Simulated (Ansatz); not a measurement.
# C2H8BN: the cost of one run

All numbers below are computed with Ansatz 0.2.0 (UKS B3LYP/6-31G).

**1. The structure to begin with**

Bond lengths: B1–C2 1.857 Å, B1–N3 1.343 Å, B1–C5 1.587 Å, C2–H6 1.096 Å, C2–H7 1.085 Å, C2–H8 1.085 Å, N3–H9 1.004 Å, C5–H10 1.088 Å, C5–H11 1.088 Å, C5–H12 1.088 Å. Angles (14 of 16 angles, heavy atoms first): C2–B1–N3 104.1°, C2–B1–C5 115.7°, N3–B1–C5 140.2°, B1–C2–H6 130.2°, B1–C2–H7 101.4°, B1–C2–H8 102.3°, B1–N3–H9 134.5°, B1–C5–H10 111.3°, B1–C5–H11 111.8°, B1–C5–H12 111.5°, H6–C2–H7 105.9°, H6–C2–H8 106.3°, H7–C2–H8 109.8°, H10–C5–H11 106.9°.

Coordinates:

```xyz
12

B    -0.0312   -0.3183   -0.3398
C     1.0348    0.6797    0.8068
N     0.8454   -1.0492   -1.0478
H     1.4470   -0.2667   -0.1393
C    -1.5946   -0.0765   -0.2127
H     2.1263    0.7244    0.8981
H     0.7142    1.6898    0.5743
H     0.6589    0.3895    1.7824
H     0.7628   -1.7379   -1.7741
H    -1.8817    0.8859   -0.6320
H    -1.9212   -0.0799    0.8247
H    -2.1605   -0.8407   -0.7406
```

**2. Run 1**

150 steps of 0.5 fs at constant energy, with velocities drawn for 1000 K.

Contents of input.yaml:

```yaml
crystal:
  periodic: [false, false, false]
  atoms:
    - { symbol: B, position_ang: [-0.0312, -0.3183, -0.3398] }
    - { symbol: C, position_ang: [1.0348, 0.6797, 0.8068] }
    - { symbol: "N", position_ang: [0.8454, -1.0492, -1.0478] }
    - { symbol: H, position_ang: [1.447, -0.2667, -0.1393] }
    - { symbol: C, position_ang: [-1.5946, -0.0765, -0.2127] }
    - { symbol: H, position_ang: [2.1263, 0.7244, 0.8981] }
    - { symbol: H, position_ang: [0.7142, 1.6898, 0.5743] }
    - { symbol: H, position_ang: [0.6589, 0.3895, 1.7824] }
    - { symbol: H, position_ang: [0.7628, -1.7379, -1.7741] }
    - { symbol: H, position_ang: [-1.8817, 0.8859, -0.632] }
    - { symbol: H, position_ang: [-1.9212, -0.0799, 0.8247] }
    - { symbol: H, position_ang: [-2.1605, -0.8407, -0.7406] }
magnetization:
  spin_polarized: true
basis:
  gaussian: { orbitals: "6-31G" }
hamiltonian:
  xc: b3lyp
md:
  timestep: 0.5
  n_steps: 150
  ensemble: nve
  temperature: 1000.0
  initial_velocities: maxwell_boltzmann
  seed: 572429
```

Launch:

```sh
$ ansatz run input.yaml --threads 1 --pin off --max-ram 2048MiB --backend cpu --events-out ev --progress --plain --runs-dir out
```

**Question.** How long does this run take on 1 thread of Arm Neoverse V1, shared host, and how much memory does it need?

About 8.3 min, with a peak of 0.15 GiB.
